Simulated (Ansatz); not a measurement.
# Be: the cost of one run

Program: Ansatz 0.2.0. Level of theory: DFT PBE, plane waves, PAW, scalar-relativistic, no spin polarisation. These are calculated values, not measurements.

**1. The structure to begin with**

The cell holds 36 atoms (Be36): a = 6.870 Å, b = 6.870 Å, c = 7.177 Å, α = 90.00°, β = 90.00°, γ = 120.00°.

Its coordinates follow in the input file.

**2. Run 1**

90 steps of 0.75 fs under a Langevin thermostat at 4200 K.

Contents of input.yaml:

```yaml
accuracy: low
crystal:
  lattice:
    - [6.87, 0.0, 0.0]
    - [-3.435, 5.949595, 0.0]
    - [0.0, 0.0, 7.17686]
  atoms:
    - { symbol: Be, position: [0.0, 0.0, 0.0] }
    - { symbol: Be, position: [0.1111111, 0.2222222, 0.25] }
    - { symbol: Be, position: [0.0, 0.0, 0.5] }
    - { symbol: Be, position: [0.1111111, 0.2222222, 0.75] }
    - { symbol: Be, position: [0.0, 0.3333333, 0.0] }
    - { symbol: Be, position: [0.1111111, 0.5555556, 0.25] }
    - { symbol: Be, position: [0.0, 0.3333333, 0.5] }
    - { symbol: Be, position: [0.1111111, 0.5555556, 0.75] }
    - { symbol: Be, position: [0.0, 0.6666667, 0.0] }
    - { symbol: Be, position: [0.1111111, 0.8888889, 0.25] }
    - { symbol: Be, position: [0.0, 0.6666667, 0.5] }
    - { symbol: Be, position: [0.1111111, 0.8888889, 0.75] }
    - { symbol: Be, position: [0.3333333, 0.0, 0.0] }
    - { symbol: Be, position: [0.4444444, 0.2222222, 0.25] }
    - { symbol: Be, position: [0.3333333, 0.0, 0.5] }
    - { symbol: Be, position: [0.4444444, 0.2222222, 0.75] }
    - { symbol: Be, position: [0.3333333, 0.3333333, 0.0] }
    - { symbol: Be, position: [0.4444444, 0.5555556, 0.25] }
    - { symbol: Be, position: [0.3333333, 0.3333333, 0.5] }
    - { symbol: Be, position: [0.4444444, 0.5555556, 0.75] }
    - { symbol: Be, position: [0.3333333, 0.6666667, 0.0] }
    - { symbol: Be, position: [0.4444444, 0.8888889, 0.25] }
    - { symbol: Be, position: [0.3333333, 0.6666667, 0.5] }
    - { symbol: Be, position: [0.4444444, 0.8888889, 0.75] }
    - { symbol: Be, position: [0.6666667, 0.0, 0.0] }
    - { symbol: Be, position: [0.7777778, 0.2222222, 0.25] }
    - { symbol: Be, position: [0.6666667, 0.0, 0.5] }
    - { symbol: Be, position: [0.7777778, 0.2222222, 0.75] }
    - { symbol: Be, position: [0.6666667, 0.3333333, 0.0] }
    - { symbol: Be, position: [0.7777778, 0.5555556, 0.25] }
    - { symbol: Be, position: [0.6666667, 0.3333333, 0.5] }
    - { symbol: Be, position: [0.7777778, 0.5555556, 0.75] }
    - { symbol: Be, position: [0.6666667, 0.6666667, 0.0] }
    - { symbol: Be, position: [0.7777778, 0.8888889, 0.25] }
    - { symbol: Be, position: [0.6666667, 0.6666667, 0.5] }
    - { symbol: Be, position: [0.7777778, 0.8888889, 0.75] }
basis:
  ecutwfc: 420.0
kpoints:
  mp_grid: { grid: [2, 2, 2] }
hamiltonian:
  xc: pbe
scf:
  occupations: { method: fermi_dirac, width: 0.36 }
  lower_state_search: "off"
md:
  timestep: 0.75
  n_steps: 90
  ensemble: nvt_langevin
  temperature: 4200.0
  initial_velocities: maxwell_boltzmann
  seed: 402180
  friction: 0.02
```

The run is started by

```bash
$ ansatz run input.yaml --threads 1 --pin off --max-ram 3072MiB --backend cpu --events-out ev --progress --plain --runs-dir out
```

**Question.** How long does this run take on 1 thread of AMD EPYC 7R13 (Zen 3), shared host, and how much memory does it need?

About 7.8 min, with a peak of 0.72 GiB.
